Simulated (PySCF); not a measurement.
**SnSiH6 (SMILES [SiH3][SnH3]): CIS/def2-mTZVP (density fitting with def2-universal-jkfit, core potential, spin of roots triplet)**

Wanted: the vertical excitations of SnSiH6. 

The results are computed with PySCF 2.14.0.

6 further runs of the same task are left out: 1 for a known fault of the program, 1 that didn't finish, 4 set aside as unsound or not needed.

## (1) The system as given

SnSiH6: 8 atoms, total charge 0, spin state singlet. SMILES: `[SiH3][SnH3]`. The shape is that of a PBE0-D4/def2-TZVP optimisation.

Bond lengths: Si1–Sn2 2.560 Å, Si1–H3 1.487 Å, Si1–H4 1.487 Å, Si1–H5 1.487 Å, Sn2–H6 1.708 Å, Sn2–H7 1.708 Å, Sn2–H8 1.708 Å. Some angles: Si1–Sn2–H6 110.7°, Si1–Sn2–H7 110.8°, Si1–Sn2–H8 110.8°, Sn2–Si1–H3 110.2°, Sn2–Si1–H4 110.2°, Sn2–Si1–H5 110.2°, H6–Sn2–H7 108.2°, H6–Sn2–H8 108.2°, H7–Sn2–H8 108.2°, H3–Si1–H4 108.8°.

## (2) The excited states at CIS/def2-mTZVP (density fitting with def2-universal-jkfit, core potential, spin of roots triplet)

job.py

```python
# [SiH3][SnH3]
from pyscf import gto, tdscf

mol = gto.Mole()
mol.atom = '''
Si    -1.175221     0.229224    -2.177153
Sn     1.155945    -0.244531     2.036180
H     -3.912489     0.671231    -1.724375
H     -0.878723    -2.101375    -3.717658
H     -0.135304     2.404488    -3.619392
H      0.851133     2.429999     3.815924
H      4.301395    -0.776111     1.550520
H     -0.032503    -2.720450     3.730319
'''
mol.verbose = 3
mol.symmetry = True
mol.unit = 'bohr'
mol.max_memory = 1860
mol.charge = 0
mol.ecp = {'Sn': 'def2-svp'}
mol.basis = 'def2-mtzvp'
mol.build()

hf = mol.RHF()
hf = hf.density_fit(auxbasis='def2-universal-jkfit')
hf.kernel()

energy = hf.e_tot
print('Final energy', energy)

td = tdscf.TDA(hf)
td.nstates = 4
td.singlet = False
td.kernel()
td.analyze()
roots = td.e * 27.211386
```

Started as:

```
$ OMP_NUM_THREADS=1 python job.py
```

What it wrote:

```text
converged SCF energy = -505.737527053515
Final energy -505.73752705351455
Excitation energies (eV)
[6.55498564 6.57450999 6.57471214 7.48368099]

** Triplet excitation energies and oscillator strengths **
```

Wall time 15 s (1 thread of Arm Neoverse V2, shared host); peak memory 0.16 GiB.

The roots found:

```
excited state  energy (eV)
            1        6.555
            2        6.575
            3        6.575
            4        7.484
```

## (3) Outcome

At CIS/def2-mTZVP (density fitting with def2-universal-jkfit, core potential, spin of roots triplet):

| quantity | value |
| --- | --- |
| ground-state or mean-field energy | -505.73753 Eh |
| dipole moment (Hartree–Fock density) | 0.28 D |
| HOMO energy (Hartree–Fock orbitals) | -10.46 eV |
| LUMO energy (Hartree–Fock orbitals) | 2.48 eV |
| HOMO–LUMO gap (Hartree–Fock orbitals) | 12.94 eV |
| lowest triplet excitation energy | 6.55 eV |

What this shows: The basis has no diffuse functions, so Rydberg states are missing or pushed up, and the true lowest state may lie lower.
